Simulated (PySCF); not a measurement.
**MoOH: structure of the quartet**

Where does quartet MoOH go from a linear start, is the end point a minimum, and what are its modes, charges and moments?

Program: PySCF 2.14.0. Level of theory: PBE0, basis Mo def2-TZVP with ECP28, O def2-TZVP, H def2-TZVP, scalar-relativistic core potentials, no spin–orbit coupling, density fitting. These are calculated values, not measurements.

## (1) The system as given

3 atoms, charge 0, spin multiplicity 4.

Bond lengths: Mo1–O2 1.780 Å, Mo1–H3 1.700 Å. Angles: O2–Mo1–H3 180.0°.

```xyz
3
charge 0 multiplicity 4
Mo    0.0000    0.0000    0.0000
O     0.0000    0.0000   -1.7800
H     0.0000    0.0000    1.7000
```

## (2) Finding the electronic state

One driver script runs all steps and calls PySCF; scf.py shows how it sets up the SCF of each step. The optimiser is the driver's own. After this first run the driver tries any further starts and a stability analysis.

Contents of scf.py:

```python
from pyscf import gto, scf, dft
mol = gto.M(atom='''
Mo     0.000000     0.000000     0.000000
O      0.000000     0.000000    -1.780000
H      0.000000     0.000000     1.700000''',
    basis={'Mo': 'def2-TZVP', 'O': 'def2-TZVP', 'H': 'def2-TZVP'},
    ecp={'Mo': 'def2-TZVP'},
    charge=0, spin=3)
mf = dft.UKS(mol, xc='PBE0')
mf.grids.atom_grid = (50, 194)
aux = {'Mo': 'def2-universal-JKFIT', 'O': 'def2-universal-JKFIT', 'H': 'def2-universal-JKFIT'}
mf = mf.density_fit(auxbasis=aux)
mf.conv_tol = 1e-08
mf.diis_space = 10
mf.max_cycle = 60
mf.init_guess = 'minao'
mf.verbose = 4
mf.kernel()
```

The run is started by

```bash
OMP_NUM_THREADS=2 python axn.py task.json out
```

After this run come: Relaxing the quartet from the linear start; Is it a minimum? Harmonic modes; Downhill along the imaginary mode; Frequencies.

**Question.** What will these runs give? Wanted: minimum; geometry; wavenumbers; dipole moment; highest occupied, lowest empty level; polar-tensor charge of Mo1; zero-point energy; atomisation energy; ⟨S²⟩.

The runs gave:

| quantity | value |
| --- | --- |
| minimum | quartet, Cs |
| geometry | Mo–H 1.736 Å, Mo–O 1.664 Å; H–Mo–O 119.1° |
| wavenumbers (cm⁻¹) | 570 (a'), 1025 (a'), 1820 (a') |
| dipole moment | 2.54 D |
| highest occupied, lowest empty level (either spin) | -5.89, -2.94 eV |
| polar-tensor charge of Mo1 | +1.04 e |
| zero-point energy | 20.4 kJ/mol |
| entropy at 298.15 K | 264.6 J/(mol K) |
| atomisation energy (no zero-point energy) | 778 kJ/mol |
| ⟨S²⟩ | 3.786 |

In words: The linear start (C∞v) ends in a minimum of Cs symmetry, after a stop at a second-order saddle point 95.8 kJ/mol higher, from which it was pushed off along an imaginary mode. In the infrared the band at 1025 cm⁻¹ (a', stretch) leads. Most of the spin sits on Mo1 (Mulliken spin 3.20, against 3 for the whole molecule). The first SCF alone would have been 76 kJ/mol too high. Only this shape and spin were tried, so other structures or states may lie lower. Open d and f shells are described by one determinant, and the ground state may have another occupation or spin.
